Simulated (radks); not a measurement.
# Tc in [Kr] 4d3 5s2 5d2: an all-electron calculation

Aim: the levels, the sizes of the orbitals and the parts of the energy of neutral technetium.

Method: scalar-relativistic Kohn-Sham, r2SCAN, spin-polarised, spherical densities, finite nucleus; open shells are filled with parallel spins first. Code: radks (a radial shooting solver on a logarithmic mesh, Libxc functionals) version 1.

### 1 What is computed

* element: technetium (Z = 43)
* charge: 0
* electrons: 43
* configuration: [Kr] 4d3 5s2 5d2
* nuclear rms radius: 4.4112 fm

The outer shells:

Tc
```
[Kr] core
4d [↑ ][↑ ][↑ ][  ][  ]
5s [↑↓]
5d [↑ ][↑ ][  ][  ][  ]
```

### 2 The run

Input:

```text
Z 43
configuration [Kr] 4d3 5s2 5d2
relativity scalar-relativistic
functional r2scan,r2scan
spin polarised
nucleus finite rms 4.4112 fm
c 137.035999084
```

On the command line:

```
python run_ks.py task.json out
```

All runs below come from this command, one after another.

**Question.** What will this run give?

**Answer**, as computed:

| quantity | value |
| --- | --- |
| total energy | -4285.25884 hartree |
| exchange-correlation share of it | 2.99 % |
| −T/E | 1.0326 |
| highest occupied level | 5d up, -1.240 eV |
| most extended occupied level | 5d up, <r> = 6.47 bohr |
| radius at density 0.001 e/bohr³ | 5.53 bohr |
| maxima of the radial density | 4 |

**Reading.** The radial density shows 4 maxima for 5 occupied principal shells; where shells overlap, one shows as a shoulder or not at all. Relativity lifts −T/E to 1.033. This is not the tabulated ground configuration, so its levels and sizes aren't those of the ground state, and no measured value stands beside it.
